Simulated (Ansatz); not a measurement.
**Pt: strong compression**

The task here is to estimate one member of a computed series from the others.

Computed with Ansatz 0.2.0 (DFT, LDA, PAW with Ansatz's default frozen-core files, scalar-relativistic, unless a step's input says otherwise).

### The system as given

It takes space group Im-3m (No. 229, cubic). The conventional cell has a = 3.091 Å, b = 3.091 Å, c = 3.091 Å, α = 90.00°, β = 90.00°, γ = 90.00°. Around Pt (site symmetry m-3m) lie 8 Pt at 2.68 Å.

Coordinates:

```cif
data_structure
_symmetry_space_group_name_H-M 'P 1'
_symmetry_Int_Tables_number 1
_cell_length_a 2.6772
_cell_length_b 2.6772
_cell_length_c 2.6772
_cell_angle_alpha 109.471
_cell_angle_beta 109.471
_cell_angle_gamma 109.471
_cell_volume 14.77
loop_
_atom_site_label
_atom_site_type_symbol
_atom_site_fract_x
_atom_site_fract_y
_atom_site_fract_z
_atom_site_occupancy
Pt1 Pt 0.00000 0.00000 0.00000 1
```

Whether this phase is the stable one at these pressures isn't tested.

Set-up of the first run:

File input.yaml:

```yaml
crystal:
  lattice:
    - [-1.5456694941, 1.5456694941, 1.5456694941]
    - [1.5456694941, -1.5456694941, 1.5456694941]
    - [1.5456694941, 1.5456694941, -1.5456694941]
  atoms:
    - { symbol: Pt, position: [0.0, 0.0, 0.0] }
kpoints:
  mp_grid: { grid: [19, 19, 19] }
scf:
  occupations: { method: fermi_dirac, width: 0.1 }
hamiltonian:
  xc: lda
  pseudopotentials: { kind: paw }
output:
  forces: true
  stress: true
relax:
  f_tol: 0.005
  max_steps: 40
  cell: {}
```

Run with:

```bash
$ ansatz run input.yaml --threads 1 --pin off --max-ram 2048MiB --backend cpu --events-out ev --progress --plain --runs-dir out
```

Steps of the session up to this table: Cell relaxed at zero pressure, PAW; Volume scaled by 1, PAW; Volume scaled by 0.9, PAW; Volume scaled by 0.8, PAW; Volume scaled by 0.7, PAW; Volume scaled by 0.6, PAW; Volume scaled by 0.5, PAW; Volume scaled by 0.4, PAW; Volume scaled by 0.4, PAW (cutoff 800 eV).

One table of the session follows, with a row left open; its other results are not shown here.

```
             method  volume over the first  volume (Å³/atom)  pressure (GPa)
                PAW                      1            14.938           -0.01
                PAW                    0.9            13.444           40.87
                PAW                    0.8            11.950          117.09
                PAW                    0.7            10.456          261.24
                PAW                    0.6                 ?               ?
                PAW                    0.5             7.469         1134.04
                PAW                    0.4             5.975         2493.14
PAW (cutoff 800 eV)                    0.4             5.975         2492.47
```

**Question.** Estimate the row for PAW, 0.6.

As computed: volume (Å³/atom): 8.963; pressure (GPa): 543.99. In the column «volume (Å³/atom)» it lies between PAW, 0.5 (7.469) and PAW, 0.7 (10.456).

To keep in mind: At pressures up to 2493 GPa the PAW spheres may overlap and frozen cores may not hold, so those PAW values are rough without an all-electron check.
